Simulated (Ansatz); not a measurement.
Here is an Ansatz input file for Ta, space group P4/mbm. Write the same calculation for the Python package.

```yaml
crystal:
  lattice:
    - [22.709111, 0.0, 0.0]
    - [0.0, 22.709111, 0.0]
    - [0.0, 0.0, 2.37728]
  atoms:
    - { symbol: Ta, position: [0.318629, 0.818629, 0.0] }
    - { symbol: Ta, position: [0.681371, 0.181371, 0.0] }
    - { symbol: Ta, position: [0.181371, 0.318629, 0.0] }
    - { symbol: Ta, position: [0.818629, 0.681371, 0.0] }
kpoints:
  mp_grid:
    grid: [1, 1, 9]
  band_path:
    path:
      - [0.0, 0.0, 0.0]
      - [0.0, 0.5, 0.0]
      - [0.5, 0.5, 0.0]
      - [0.0, 0.0, 0.0]
      - [0.0, 0.0, 0.5]
      - [0.0, 0.5, 0.5]
    npoints: 10
hamiltonian:
  xc: r2scan
  pseudopotentials:
    kind: paw
scf:
  n_extra_bands: 8
  convergence:
    dr2_threshold: 1.0e-10
  occupations:
    method: methfessel_paxton
    width: 0.15
output:
  populations: true
  eigenvalues: true
```

Script `ta_bands.py`:
```python
from pathlib import Path
import argparse

import ansatz
import numpy as np

parser = argparse.ArgumentParser(description="Band structure of Ta.")
parser.add_argument("--occupations", default="methfessel_paxton", help="how the bands are filled")
parser.add_argument("--smearing-width", type=float, required=True, help="smearing width (eV)")
parser.add_argument("--kgrid", type=int, nargs=3, required=True, help="k-point sampling")
parser.add_argument("--xc", required=True, help="exchange-correlation functional")
parser.add_argument("--scf-tol", type=float, required=True, help="SCF tolerance (eV)")
parser.add_argument("--extra-bands", type=int, required=True, help="empty bands")
args = parser.parse_args()

crystal = (
    ansatz.Lattice.of((22.709111, 0.0, 0.0), (0.0, 22.709111, 0.0), (0.0, 0.0, 2.37728))
    .atom("Ta", (0.318629, 0.818629, 0.0))
    .atom("Ta", (0.681371, 0.181371, 0.0))
    .atom("Ta", (0.181371, 0.318629, 0.0))
    .atom("Ta", (0.818629, 0.681371, 0.0))
)

path = [
    ("G", (0.0, 0.0, 0.0)),
    ("X", (0.0, 0.5, 0.0)),
    ("M", (0.5, 0.5, 0.0)),
    ("G", (0.0, 0.0, 0.0)),
    ("Z", (0.0, 0.0, 0.5)),
    ("R", (0.0, 0.5, 0.5)),
]
calculation = (
    crystal.calculation()
    .occupations(args.occupations, width=args.smearing_width)
    .pseudopotentials("paw")
    .kpoints(*args.kgrid)
    .functional(args.xc)
    .scf(tolerance=args.scf_tol)
    .band_structure([point for _, point in path], intervals=10)
    .scf(extra_bands=args.extra_bands)
    .band_table()
    .populations()
)
history = []
outcome = calculation.session().plan().execute(on_event=lambda event: history.append(event["data"]["dr2_ev"]) if event["event"] == "scf_iter" else None)
report = outcome.report
print("density residual by iteration (eV):", " ".join(f"{value:.1e}" for value in history[:40]))

n_atoms = len(report["lattice"]["sites"])
print("F =", round(report["free_energy_ev"], 4), "eV for", n_atoms, "atoms")
print("E(sigma -> 0) =", round(report["energy_sigma0_ev"], 4), "eV, TS =", round(report["entropy_ts_ev"], 5), "eV")
print("closed by", report["closed_by"], "after", report["n_iterations"], "iterations")

edges = report.get("band_edges_ev")
if edges:
    print(f"band edges on the mesh: {edges[0]:.3f} and {edges[1]:.3f} eV, gap {edges[1] - edges[0]:.3f} eV")
else:
    print("no band edges reported (a metal, or a gap too narrow for this smearing); Fermi level", round(report["fermi_energy_ev"], 3), "eV")

files = Path(outcome.write_results("tables"))
print((files / "populations.tsv").read_text())

bands = outcome.band_structure()
fermi = bands.fermi_energy_ev
print(f"zero of the bands: {fermi:.3f} eV, the Fermi level found on the SCF mesh")
for spin, channel in enumerate(bands.channels):
    levels = channel.eigenvalues_ev - fermi
    crossing = [b for b in range(levels.shape[1]) if levels[:, b].min() < 0 < levels[:, b].max()]
    print(f"channel {spin}: bands that cross the Fermi level on this path:", [b + 1 for b in crossing] or "none")
    shown = crossing or sorted(np.argsort(np.abs(levels).min(axis=0))[:2])
    for k, row in zip(bands.kpoints_frac, levels[:, shown]):
        print(f"{k[0]:7.3f} {k[1]:7.3f} {k[2]:7.3f}  ", " ".join(f"{e:8.3f}" for e in row))
```

```console
$ python ta_bands.py --smearing-width 0.15 --kgrid 1 1 9 --xc r2SCAN --scf-tol 1e-10 --extra-bands 8
DeckWarning: basis.ecutwfc = 500 eV, auto-derived from the records' recommended cutoffs: set by Ta (their level for a meta-GGA)
RunWarning: pass on a band path, mesh or list of k-points: the 51 k-points are solved 1 at a time at the most, because the 2.70 GiB of host memory that the pass is priced against does not hold them [...]
density residual by iteration (eV): 4.0e-01 3.8e-01 1.6e-03 6.6e-04 1.1e-04 1.1e-04 2.6e-05 1.7e-06 1.7e-06 2.1e-06 7.6e-07 3.7e-09 5.3e-10 1.4e-11
F = -39754.5775 eV for 4 atoms
E(sigma -> 0) = -39754.5454 eV, TS = 0.12826 eV
closed by deck_thresholds after 14 iterations
no band edges reported (a metal, or a gap too narrow for this smearing); Fermi level -2.655 eV
# site	symbol	l	j	q
# orbitals = lowdin
# n_electrons = 52.000000
# spilling = 0.002951
0	Ta	0_5S	-	1.950664
0	Ta	0_6S	-	1.143522
0	Ta	1_5P	-	5.946977
0	Ta	2_5D	-	3.920476
1	Ta	0_5S	-	1.950664
1	Ta	0_6S	-	1.143522
1	Ta	1_5P	-	5.946977
1	Ta	2_5D	-	3.920476
2	Ta	0_5S	-	1.950664
2	Ta	0_6S	-	1.143522
2	Ta	1_5P	-	5.946977
2	Ta	2_5D	-	3.920476
3	Ta	0_5S	-	1.950664
3	Ta	0_6S	-	1.143522
3	Ta	1_5P	-	5.946977
3	Ta	2_5D	-	3.920476

zero of the bands: -2.655 eV, the Fermi level found on the SCF mesh
channel 0: bands that cross the Fermi level on this path: [21, 22, 23, 24, 25, 26, 27, 28, 29, 30, 31, 32]
[... 21 lines left out ...]
  0.450   0.450   0.000     -1.860   -1.860   -1.859   -1.859   -0.274   -0.274   -0.274   -0.274   -0.274   -0.274   -0.273   -0.273
  0.400   0.400   0.000     -1.860   -1.860   -1.859   -1.859   -0.274   -0.274   -0.274   -0.274   -0.274   -0.273   -0.273   -0.273
  0.350   0.350   0.000     -1.860   -1.860   -1.859   -1.859   -0.274   -0.274   -0.274   -0.274   -0.274   -0.273   -0.273   -0.273
  0.300   0.300   0.000     -1.860   -1.859   -1.859   -1.859   -0.274   -0.274   -0.274   -0.274   -0.274   -0.273   -0.273   -0.273
  0.250   0.250   0.000     -1.860   -1.859   -1.859   -1.859   -0.274   -0.274   -0.274   -0.274   -0.274   -0.273   -0.273   -0.273
  0.200   0.200   0.000     -1.860   -1.859   -1.859   -1.859   -0.274   -0.274   -0.274   -0.274   -0.274   -0.273   -0.273   -0.273
  0.150   0.150   0.000     -1.860   -1.859   -1.859   -1.859   -0.274   -0.274   -0.274   -0.274   -0.274   -0.273   -0.273   -0.273
  0.100   0.100   0.000     -1.860   -1.859   -1.859   -1.859   -0.274   -0.274   -0.274   -0.274   -0.274   -0.273   -0.273   -0.273
  0.050   0.050   0.000     -1.860   -1.859   -1.859   -1.859   -0.274   -0.274   -0.274   -0.274   -0.274   -0.273   -0.273   -0.273
  0.000   0.000   0.000     -1.860   -1.859   -1.859   -1.859   -0.274   -0.274   -0.274   -0.274   -0.274   -0.273   -0.273   -0.273
  0.000   0.000   0.050     -1.763   -1.763   -1.763   -1.763   -0.224   -0.224   -0.224   -0.224   -0.224   -0.224   -0.224   -0.224
  0.000   0.000   0.100     -1.454   -1.453   -1.453   -1.453   -0.076   -0.076   -0.076   -0.076   -0.076   -0.076   -0.076   -0.076
  0.000   0.000   0.150     -0.850   -0.850   -0.850   -0.850    0.163    0.163    0.163    0.163    0.163    0.163    0.163    0.163
  0.000   0.000   0.200      0.194    0.194    0.194    0.194    0.329    0.329    0.329    0.329    0.330    0.330    0.330    0.330
  0.000   0.000   0.250     -0.419   -0.419   -0.419   -0.419   -0.419   -0.419   -0.419   -0.419    0.868    0.868    0.868    0.868
  0.000   0.000   0.300     -1.183   -1.183   -1.183   -1.183   -0.260   -0.260   -0.260   -0.260    1.289    1.289    1.289    1.289
  0.000   0.000   0.350     -1.854   -1.854   -1.854   -1.854    0.587    0.587    0.587    0.587    1.710    1.710    1.710    1.710
  0.000   0.000   0.400     -2.368   -2.368   -2.368   -2.368    1.451    1.451    1.451    1.451    2.080    2.080    2.080    2.080
  0.000   0.000   0.450     -2.689   -2.689   -2.689   -2.689    2.236    2.236    2.236    2.236    2.337    2.337    2.337    2.337
  0.000   0.000   0.500     -2.798   -2.798   -2.798   -2.798    2.430    2.430    2.430    2.430    2.430    2.430    2.430    2.430
  0.000   0.050   0.500     -2.798   -2.798   -2.798   -2.798    2.430    2.430    2.430    2.430    2.430    2.430    2.430    2.430
  0.000   0.100   0.500     -2.798   -2.798   -2.798   -2.798    2.430    2.430    2.430    2.430    2.430    2.430    2.430    2.430
  0.000   0.150   0.500     -2.798   -2.798   -2.798   -2.798    2.430    2.430    2.430    2.430    2.430    2.430    2.430    2.430
  0.000   0.200   0.500     -2.798   -2.798   -2.798   -2.798    2.430    2.430    2.430    2.430    2.430    2.430    2.430    2.430
  0.000   0.250   0.500     -2.798   -2.798   -2.798   -2.798    2.430    2.430    2.430    2.430    2.430    2.430    2.430    2.430
  0.000   0.300   0.500     -2.798   -2.798   -2.798   -2.798    2.430    2.430    2.430    2.430    2.430    2.430    2.430    2.430
  0.000   0.350   0.500     -2.798   -2.798   -2.798   -2.798    2.430    2.430    2.430    2.430    2.430    2.430    2.430    2.430
  0.000   0.400   0.500     -2.798   -2.798   -2.798   -2.798    2.430    2.430    2.430    2.430    2.430    2.430    2.430    2.430
  0.000   0.450   0.500     -2.798   -2.798   -2.798   -2.798    2.430    2.430    2.430    2.430    2.430    2.430    2.430    2.430
  0.000   0.500   0.500     -2.798   -2.798   -2.798   -2.798    2.430    2.430    2.430    2.430    2.430    2.430    2.430    2.430
```
(Warnings from the package without file and line, shortened.)

Reading the output:
- Absolute energies stand on the zero of these potentials, so only differences at equal settings mean something. A total without «per atom» is that of the whole cell that was run.
- The cell holds layers, chains or clusters in vacuum, no bulk phase.
- The computed bands are complete only to about 0.6 eV above the Fermi level.
- The mesh is modest for a metal, so energies can be off by several to tens of meV an atom and pressures by half a GPa or more; differences at equal mesh fare better.
- Only differences from the Fermi energy are physical; the zero of the scale is a convention.
- Legs of the path along the vacuum direction only repeat the in-plane bands.
- This isn't the structure that Ta takes at ambient conditions.
- Gaps and levels are Kohn-Sham values on a finite set of k-points, without spin-orbit coupling.
- Finished in 110 s on 1 thread of Intel(R) Xeon(R) 6975P-C (Granite Rapids), on a shared host, peak memory 2.6 GiB.

(Lines on the test bed's own set-up are left out of the output.)
